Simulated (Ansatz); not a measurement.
The system is Ba2Tl5V3O12.

```
CELL_PARAMETERS angstrom
6.54548 0.00000 0.00000
0.00000 6.54548 0.00000
0.00000 0.00000 13.57484
ATOMIC_POSITIONS crystal
Ba 0.50000 0.00000 0.56322
Ba 0.00000 0.50000 0.43678
V 0.00000 0.00000 0.50000
V 0.00000 0.00000 0.00000
V 0.50000 0.50000 0.50000
Tl 0.50000 0.00000 0.02980
Tl 0.00000 0.50000 0.68840
Tl 0.00000 0.50000 0.97020
Tl 0.50000 0.00000 0.31160
Tl 0.50000 0.50000 0.00000
O 0.81622 0.88853 0.42632
O 0.88853 0.18378 0.57368
O 0.11147 0.81622 0.57368
O 0.18378 0.11147 0.42632
O 0.82276 0.85849 0.93300
O 0.85849 0.17724 0.06700
O 0.14151 0.82276 0.06700
O 0.17724 0.14151 0.93300
O 0.68323 0.61113 0.57410
O 0.61113 0.31677 0.42590
O 0.38887 0.68323 0.42590
O 0.31677 0.38887 0.57410
```

The cell was built by a generator and needn't be a form met in nature.

```yaml
Program: Ansatz 0.2.0
Task: relaxation of cell and atoms
Functional: PBE
Dispersion: D4
Potentials_or_basis: Ansatz PAW
Cutoff: "420 eV (not typed: the program's choice for these potentials)"
k_mesh: 3 × 3 × 2
Occupations: fermi-dirac, width 0.05 eV
Spin: collinear spin, ferromagnetic start
Starting_moments: "[0.0, 0.0, 2.0, 2.0, 2.0, 0.0, 0.0, 0.0, 0.0, 0.0, 0.0, 0.0, 0.0, 0.0, 0.0, 0.0, 0.0, 0.0, 0.0, 0.0, 0.0, 0.0] μB"
```

At the start: volume 26.44 Å³/atom.

Q: How do energy, volume and symmetry change on relaxing?

A: It ends after 19 steps and the volume is 21.43 Å³/atom (-18.9 %); space group P-4 (No. 81, to 0.05 Å); moment 0.00 μB per cell.

Step by step:
```csv
step,energy change (eV),largest force (eV/Å),volume (Å³)
1,0.0000,0.1040,581.59
2,-0.0736,0.0660,564.82
3,-0.1227,0.1605,550.68
4,-0.1629,0.2632,542.67
5,-0.2425,0.1923,529.26
6,-0.3168,0.1240,519.70
7,-0.3808,0.4467,504.17
8,-0.4758,0.1332,489.08
9,-0.5011,0.0454,484.68
10,-0.5097,0.0331,481.53
11,-0.5124,0.0187,480.71
12,-0.5140,0.0022,480.04
13,-0.4569,0.0021,480.04
14,-0.4784,0.0413,471.60
15,-0.4773,0.0306,473.05
16,-0.4784,0.0029,472.62
17,-0.4669,0.0028,472.62
18,-0.4696,0.0046,471.41
19,-0.4673,0.0046,471.41
```

Final structure:
```
CELL_PARAMETERS angstrom
6.50242 0.00000 0.00000
0.00000 6.50242 0.00000
0.00000 0.00000 11.14926
ATOMIC_POSITIONS crystal
Ba 0.50000 0.00000 0.57080
Ba 0.00000 0.50000 0.42920
V 0.00000 0.00000 0.50000
V 0.00000 0.00000 0.00000
V 0.50000 0.50000 0.50000
Tl 0.50000 0.00000 0.93644
Tl 0.00000 0.50000 0.73317
Tl 0.00000 0.50000 0.06356
Tl 0.50000 0.00000 0.26683
Tl 0.50000 0.50000 0.00000
O 0.81995 0.88162 0.41012
O 0.88162 0.18005 0.58988
O 0.11838 0.81995 0.58988
O 0.18005 0.11838 0.41012
O 0.86188 0.81559 0.92103
O 0.81559 0.13812 0.07897
O 0.18441 0.86188 0.07897
O 0.13812 0.18441 0.92103
O 0.67919 0.61635 0.59131
O 0.61635 0.32081 0.40869
O 0.38365 0.67919 0.40869
O 0.32081 0.38365 0.59131
```

Caveat: the volume moved by over 15 % at a fixed basis, so the end points are rough; the plane-wave basis is chosen anew once the cell has moved, so the energies of steps on either side of that aren't comparable; the pressure holds a Pulay correction of +0.3 GPa for the finite cutoff; the starting moments weren't kept.
